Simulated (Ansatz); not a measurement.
**CHFSe: a ladder of functionals and wavefunction methods**

Aim: compute CHFSe with functionals from several rungs and with coupled cluster, and see how far each lands from CCSD(T) at the basis-set limit for the atomisation energy.

Program: Ansatz 0.2.0, Gaussian basis. Level of theory: functionals in def2-TZVPP, the program's frozen cores in correlated methods. These are calculated values, not measurements.

Plan: LDA (SPW92), PBE-D4, revPBE-D4, BLYP-D4, r2SCAN-D4, B97M-V, PBE0-D4, B3LYP-D4, r2SCANh-D4, r2SCAN0-D4, HSE06-D4, BHLYP-D4, CAM-B3LYP-D4, LC-ωPBE, ωB97X-V, ωB97M-V, B2PLYP, PBE-QIDH; CCSD(T)/def2-SVP; CCSD(T)/def2-TZVPP; MP2/def2-QZVPP; extrapolation to the limit; RPA on PBE.

## 1. The relaxed structure

The geometry comes from an earlier relaxation with PBE0-D4 in a triple-zeta def2 set; it is a stationary point.

SMILES `FC=[Se]`, 4 atoms, charge 0, spin multiplicity 1.

Atoms are counted from 1 here; the program's logs count them from 0.

Bond lengths: F1–C2 1.319 Å, C2–Se3 1.735 Å, C2–H4 1.089 Å. Angles: F1–C2–Se3 124.2°, F1–C2–H4 110.3°, Se3–C2–H4 125.4°.

## 2. LDA

This LDA is Slater exchange with PW92 correlation.

The input, in.yaml:

```yaml
crystal:
  periodic: [false, false, false]
  atoms:
    - {symbol: F, position_ang: [-1.157296, -0.388769, 0.508071]}
    - {symbol: C, position_ang: [-0.048794, 0.047445, -0.059029]}
    - {symbol: Se, position_ang: [1.538974, -0.538522, 0.322884]}
    - {symbol: H, position_ang: [-0.277484, 0.819547, -0.792326]}
basis:
  gaussian: {orbitals: def2-TZVPP}
hamiltonian: {xc: lda}
output: {orbitals: {seedname: orbitals}}
```

Run with:

```bash
> ansatz run in.yaml --threads 2 --pin off --events-out ev --progress --plain --max-ram 4352MiB
```

The runs that follow: PBE-D4 (GGA); revPBE-D4 (GGA); BLYP-D4 (GGA); r2SCAN-D4 (meta-GGA); B97M-V (meta-GGA); B3LYP-D4 (hybrid); r2SCANh-D4 (hybrid); r2SCAN0-D4 (hybrid); HSE06-D4 (hybrid); BHLYP-D4 (hybrid); CAM-B3LYP-D4 (range-separated); LC-ωPBE (range-separated); ωB97X-V (range-separated); ωB97M-V (range-separated); B2PLYP (double hybrid); PBE-QIDH (double hybrid); CCSD(T) in def2-SVP; CCSD(T) in def2-TZVPP; MP2 in def2-QZVPP; RPA on PBE orbitals.

**Question.** What will the summary of the whole plan be? Wanted: atomisation energy, CCSD(T)/CBS; farthest beyond LDA; mean size of error, GGA; mean size of error, meta-GGA; mean size of error, hybrid; mean size of error, range-separated; mean size of error, double hybrid; gap, smallest and largest; T1 diagnostic.

The runs gave:

```
                               quantity                                                                  value
        atomisation energy, CCSD(T)/CBS                                                          1344.6 kJ/mol
 functionals within 13.4 kJ/mol (1.0 %)  r2SCAN-D4, B97M-V, PBE0-D4, B3LYP-D4, HSE06-D4, CAM-B3LYP-D4, ωB97X-V
                    farthest beyond LDA                                               BHLYP-D4 (-102.3 kJ/mol)
                mean size of error, GGA                                                            39.1 kJ/mol
           mean size of error, meta-GGA                                                             8.2 kJ/mol
             mean size of error, hybrid                                                            29.9 kJ/mol
    mean size of error, range-separated                                                            16.5 kJ/mol
      mean size of error, double hybrid                                                            20.9 kJ/mol
              gap, smallest and largest                               2.34 eV (LDA (SPW92)), 9.34 eV (LC-ωPBE)
                          T1 diagnostic                                                                 0.0156
triples share of the correlation energy                                                                  4.1 %
```

In words: The LDA atomisation energy is off by 296.7 kJ/mol (22 %): it overbinds. PBE-D4 is off by +74.3 kJ/mol. Double hybrids carry the basis error of their MP2 part in triple zeta, and no dispersion term here, so their miss is partly the set-up's. By mean error the best rung here is meta-GGA (8.2 kJ/mol) and the worst beyond LDA is GGA (39.1 kJ/mol). Misses under about 13.4 kJ/mol are within the doubt on the reference itself, which lacks core-valence correlation, relativity and higher excitations, and its outer-core shells are covered unevenly. All levels share the lack of spin-orbit coupling, which lowers the free heavy atoms and so the true binding. Hartree-Fock recovers 62 % of the binding; the rest is correlation. CCSD(T) in def2-SVP is off by -98.3 kJ/mol, which most functionals beat. The gap grows from 2.3 to 9.3 eV across the functionals, mostly with the share of exact exchange. The restricted reference is unstable towards a spin-broken one. Correlated methods include outer-core shells of Se, which these sets cover unevenly.
